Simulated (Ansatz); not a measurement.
**CH4Br (doublet): the correlation ladder at distance Br1–H2 along a hydrogen transfer = 1.514 Å, cc-pVDZ**

How much of the correlation energy of CH4Br (doublet) does each wave-function method recover here?

The runs use Ansatz 0.2.0, Gaussian basis; cc-pVDZ, core rule «outside noble gas», up to 15 orbitals frozen.

Plan: UHF; CCSD(T) on ROHF; CCSD(T) on UHF; BCCD(T) on ROHF; CISD; CCSDT(Q) on ROHF; CCSDT(Q) on UHF; CASSCF and MRCISD+Q, 3 electrons in 3 orbitals; CASSCF and NEVPT2, 3 electrons in 3 orbitals; CASSCF and MRCISD+Q, 15 electrons in 12 orbitals; CASSCF and NEVPT2, 15 electrons in 12 orbitals.

## (1) The system

The geometry derives from fragments relaxed apart (PBE0/def2-TZVP) and kept rigid, so it is no stationary point. A hydrogen atom is moved between rigid fragments. No spin-orbit coupling is included. The filled d shell of Br may be among the frozen orbitals whatever the setting's name suggests; the logs give the count.

6 atoms, charge 0, spin multiplicity 2.

Atoms are counted from 1 here; the program's logs count them from 0.

Bond lengths: Br1–H2 1.514 Å, C3–H4 1.080 Å, C3–H5 1.080 Å, C3–H6 1.080 Å. Angles: H4–C3–H5 120.0°, H4–C3–H6 120.0°, H5–C3–H6 120.0°.

## (2) UHF

The input, in.yaml:

```yaml
crystal:
  periodic: [false, false, false]
  atoms:
    - {symbol: Br, position_ang: [-0.511694, 0.000000, 0.000000]}
    - {symbol: H, position_ang: [1.002306, 0.000000, 0.000000]}
    - {symbol: C, position_ang: [2.652306, 0.000000, 0.000000]}
    - {symbol: H, position_ang: [2.652306, -1.080023, 0.000000]}
    - {symbol: H, position_ang: [2.652306, 0.540011, 0.935327]}
    - {symbol: H, position_ang: [2.652306, 0.540012, -0.935327]}
basis:
  gaussian: {orbitals: cc-pVDZ}
magnetization: {spin_polarized: true, initial_magnetization: 1}
hamiltonian: {xc: hf}
output: {orbitals: {seedname: orbitals}}
```

The run is started by

```bash
$ ansatz run in.yaml --threads 1 --pin off --events-out ev --progress --plain --max-ram 4096MiB --backend cpu
```

The runs that follow: CCSD(T) on ROHF; CCSD(T) on UHF; BCCD(T) on ROHF; CISD; CCSDT(Q) on ROHF; CCSDT(Q) on UHF; CASSCF and MRCISD+Q, 3 electrons in 3 orbitals; CASSCF and NEVPT2, 3 electrons in 3 orbitals; CASSCF and MRCISD+Q, 15 electrons in 12 orbitals; CASSCF and NEVPT2, 15 electrons in 12 orbitals.

**Question.** What will the summary of the whole plan be? Wanted: UCCSDT(Q) below the RHF energy; RMP2 from UCCSDT(Q); UMP2 from UCCSDT(Q); RCCSD from UCCSDT(Q); RCCSD(T) from UCCSDT(Q); UCCSD(T) from UCCSDT(Q); RCCSDT(Q) from UCCSDT(Q); NEVPT2 pair from UCCSDT(Q); MRCISD+Q pair from UCCSDT(Q).

**Answer**, as computed:

```
                         quantity                                                                     value
   UCCSDT(Q) below the RHF energy                                                                -8.4804 eV
              RMP2 from UCCSDT(Q)                                                               +1175.6 meV
              UMP2 from UCCSDT(Q)                                                               +1187.3 meV
             RCCSD from UCCSDT(Q)                                                                +195.1 meV
          RCCSD(T) from UCCSDT(Q)                                                                 +32.1 meV
          UCCSD(T) from UCCSDT(Q)                                                                 +32.1 meV
         RCCSDT(Q) from UCCSDT(Q)                                                                  +0.7 meV
       NEVPT2 pair from UCCSDT(Q)                                                               +1118.8 meV
     MRCISD+Q pair from UCCSDT(Q)                                                                 +76.2 meV
    NEVPT2 valence from UCCSDT(Q)                                                               +1380.4 meV
levels within 1 kcal/mol (43 meV)  RCCSD(T), UCCSD(T), BCCD(T), RCCSDT, UCCSDT, RCCSDT(Q), MRCISD+Q valence
                    T1 diagnostic                                                                     0.017
   effectively unpaired electrons                                                                      1.02
```

RCCSD(T) lands +32.1 meV from the yardstick (0.4 % of the correlation energy). One determinant dominates. Of the multireference levels listed MRCISD+Q valence comes nearest in total energy (+27.3 meV), which doesn't show that its space is the better one. These misses are within one basis, not against nature; the frozen cores of restricted and unrestricted runs differ, which can shift their rows.
